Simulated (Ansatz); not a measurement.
# Fe2C: further runs on the relaxed cell

One table from this session's results is given with a row withheld; the runs are named, their logs left out.

A COD entry behind a cell of this session may itself be a prediction, so a difference from it is no test against experiment.

Computed with Ansatz 0.2.0 (DFT r2SCAN, scalar-relativistic, plane waves, PAW, unless a step's input says otherwise).

### The starting structure

The structure is orthorhombic, space group Pnnm (No. 58). The conventional cell has a = 4.216 Å, b = 4.813 Å, c = 2.798 Å, α = 90.00°, β = 90.00°, γ = 90.00°. Around Fe (site symmetry m) lie 3 C at 1.91 to 1.95 Å. Around C (site symmetry 2/m) lie 6 Fe at 1.91 to 1.95 Å.

Structure file:

```xyz
6
Lattice="4.2157 0.0000 0.0000 0.0000 4.8133 0.0000 0.0000 0.0000 2.7980" Properties=species:S:1:pos:R:3 pbc="T T T"
Fe    1.0509    3.1675    0.0000
Fe    3.1648    1.6458    0.0000
Fe    1.0570    0.7608    1.3990
Fe    3.1587    4.0525    1.3990
C     0.0000    0.0000    0.0000
C     2.1078    2.4067    1.3990
```

This cell was relaxed beforehand with the same method: volume 9.46 Å³/atom, gap on the mesh none (metal), site moments up to 1.9 μB.

Set-up of the first run:

File input.yaml:

```yaml
crystal:
  lattice:
    - [4.1730752681, 0.0, 0.0]
    - [0.0, 4.7646825775, 0.0]
    - [0.0, 0.0, 2.7697436499]
  atoms:
    - { symbol: Fe, position: [0.2492749095, 0.6580721898, 0.0], spin: 2.13 }
    - { symbol: Fe, position: [0.7507250905, 0.3419278102, 0.0], spin: 2.13 }
    - { symbol: Fe, position: [0.2507250905, 0.1580721898, 0.5], spin: 2.13 }
    - { symbol: Fe, position: [0.7492749095, 0.8419278102, 0.5], spin: 2.13 }
    - { symbol: C, position: [0.0, 0.0, 0.0], spin: -0.18 }
    - { symbol: C, position: [0.5, 0.5, 0.5], spin: -0.18 }
basis:
  ecutwfc: 500
kpoints:
  mp_grid: { grid: [8, 8, 12] }
hamiltonian:
  xc: r2scan
scf:
  occupations: { method: gaussian, width: 0.1 }
output:
  forces: true
  stress: true
  eigenvalues: true
  populations: true
magnetization:
  spin_polarized: true
relax:
  adjacent_minimum: "off"
  f_tol: 0.01
  max_steps: 30
  cell: { stress_tol: 0.1, fix: [volume] }
```

Command:

```
$ ansatz run input.yaml --threads 2 --pin off --max-ram 5120MiB --backend cpu --events-out ev --progress --plain --runs-dir out
```

Among the steps run: Volume × 0.97; Volume × 1.03; Point at V/V0 = 0.94; The cell scaled to 1.06 of its volume; The cell scaled to 0.91 of its volume; Volume × 1.10; Point at V/V0 = 0.88.

One of the session's tables, all rows but one given; the rest of the session is left out.

It belongs to the step «Equation of state». 

| volume (Å³/atom) | energy above the lowest point (meV/atom) | pressure (GPa) | largest moment (μB) |
| --- | --- | --- | --- |
| 8.327 | 124.5 | 39.29 | 1.71 |
| 8.611 | ? | ? | ? |
| 8.895 | 28.0 | 16.50 | 1.84 |
| 9.179 | 6.6 | 7.66 | 1.89 |
| 9.463 | 0.0 | -0.01 | 1.94 |
| 9.746 | 5.8 | -6.48 | 1.98 |
| 10.030 | 22.2 | -11.90 | 2.01 |
| 10.409 | 57.4 | -17.61 | 2.06 |

**Question.** Estimate the row for volume (Å³/atom) = 8.611.

Worked estimate for «energy above the lowest point (meV/atom)». A straight line through the neighbours (8.327, 124.5) and (8.895, 28.0) gives 124.5 + (28.0 − 124.5) × (8.611 − 8.327) / (8.895 − 8.327) = 76.2; a parabola fitted to 3 rows on both sides gives 67.3.

The run gave: energy above the lowest point (meV/atom): 66.1; pressure (GPa): 26.89; largest moment (μB): 1.78. In «energy above the lowest point (meV/atom)» the line misses by +10.1 and the parabola by +1.2.

Limits of these values: Other magnetic orders or occupations could lie lower; they were not searched in full.
